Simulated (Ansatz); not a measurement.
**C3H6Si: one species, many methods**

One table from this session's results is given with a row withheld; the runs are named, their logs left out.

The runs use Ansatz 0.2.0, Gaussian basis; functionals in def2-TZVPP, the program's frozen cores in correlated methods.

The runs, in order: LDA (SPW92), PBE-D4, revPBE-D4, BLYP-D4, r2SCAN-D4, B97M-V, PBE0-D4, B3LYP-D4, r2SCANh-D4, r2SCAN0-D4, HSE06-D4, BHLYP-D4, CAM-B3LYP-D4, LC-ωPBE, ωB97X-V, ωB97M-V, B2PLYP, PBE-QIDH; CCSD(T)/def2-SVP; CCSD(T)/def2-TZVPP; MP2/def2-QZVPP; extrapolation to the limit; RPA on PBE.

## The geometry

All runs share one geometry, relaxed beforehand with PBE0-D4 in a triple-zeta def2 set.

SMILES `C1=C[SiH2]C1`, 10 atoms, charge 0, spin multiplicity 1.

Atoms are counted from 1 here; the program's logs count them from 0.

Bond lengths: C1–C2 1.343 Å, C1–C4 1.517 Å, C1–H5 1.091 Å, C2–Si3 1.852 Å, C2–H6 1.082 Å, Si3–C4 1.897 Å, Si3–H7 1.490 Å, Si3–H8 1.490 Å, C4–H9 1.093 Å, C4–H10 1.093 Å. Angles: C2–C1–C4 109.1°, C2–C1–H5 126.9°, C4–C1–H5 124.1°, C1–C2–Si3 90.3°, C1–C2–H6 126.9°, Si3–C2–H6 142.8°, C2–Si3–C4 76.9°, C2–Si3–H7 118.0°, C2–Si3–H8 118.0°, C4–Si3–H7 117.1°, C4–Si3–H8 117.1°, H7–Si3–H8 107.6°, C1–C4–Si3 83.7°, C1–C4–H9 114.1°, C1–C4–H10 114.1°, Si3–C4–H9 117.5°, Si3–C4–H10 117.5°, H9–C4–H10 108.4°.

Set-up of the first run:

Contents of in.yaml:

```yaml
crystal:
  periodic: [false, false, false]
  atoms:
    - {symbol: C, position_ang: [-0.743663, 0.795598, -0.267872]}
    - {symbol: C, position_ang: [-1.111588, -0.482352, -0.457775]}
    - {symbol: Si, position_ang: [0.532222, -1.060628, 0.169455]}
    - {symbol: C, position_ang: [0.666549, 0.827932, 0.289236]}
    - {symbol: H, position_ang: [-1.340751, 1.686072, -0.471834]}
    - {symbol: H, position_ang: [-2.059360, -0.834432, -0.843728]}
    - {symbol: H, position_ang: [1.443844, -1.747340, -0.788619]}
    - {symbol: H, position_ang: [0.563018, -1.826609, 1.447301]}
    - {symbol: H, position_ang: [0.741557, 1.266060, 1.287461]}
    - {symbol: H, position_ang: [1.391270, 1.324400, -0.360626]}
basis:
  gaussian: {orbitals: def2-TZVPP}
hamiltonian: {xc: lda}
output: {orbitals: {seedname: orbitals}}
```

Command:

```console
> ansatz run in.yaml --threads 2 --pin off --events-out ev --progress --plain --max-ram 4352MiB
```

Among the steps run: LDA; PBE-D4 (GGA); revPBE-D4 (GGA); BLYP-D4 (GGA); r2SCAN-D4 (meta-GGA); B97M-V (meta-GGA); B3LYP-D4 (hybrid); r2SCANh-D4 (hybrid); r2SCAN0-D4 (hybrid); HSE06-D4 (hybrid); BHLYP-D4 (hybrid); CAM-B3LYP-D4 (range-separated); LC-ωPBE (range-separated); ωB97X-V (range-separated); ωB97M-V (range-separated); B2PLYP (double hybrid); PBE-QIDH (double hybrid).

One table of the session follows, with a row left open; its other results are not shown here.

It belongs to the step «Orbital energies across the functionals». 

| functional | HOMO (eV) | gap (eV) |
| --- | --- | --- |
| LDA (SPW92) | -6.73 | 5.33 |
| PBE-D4 | -6.60 | 5.40 |
| revPBE-D4 | -6.54 | 5.43 |
| BLYP-D4 | -6.42 | 5.38 |
| r2SCAN-D4 | -6.79 | 5.83 |
| B97M-V | -6.82 | 5.89 |
| PBE0-D4 | -7.69 | 7.54 |
| B3LYP-D4 | -7.46 | 7.09 |
| r2SCANh-D4 | -7.20 | 6.62 |
| r2SCAN0-D4 | ? | ? |
| HSE06-D4 | -7.29 | 6.76 |
| BHLYP-D4 | -8.61 | 9.62 |
| CAM-B3LYP-D4 | -8.98 | 10.02 |
| LC-ωPBE | -10.39 | 12.59 |
| ωB97X-V | -10.00 | 12.12 |
| ωB97M-V | -9.90 | 11.87 |

Estimate the missing values for r2SCAN0-D4.

Worked estimate for «HOMO (eV)». Against the share of exact exchange, r2SCAN-D4 (0, -6.79), r2SCANh-D4 (0.1, -7.20) give a slope of -4.10 per unit share; at 0.25 the line stands at -7.81.

The run gave: HOMO (eV): -7.82; gap (eV): 7.81. In «HOMO (eV)» the line misses by +0.01.
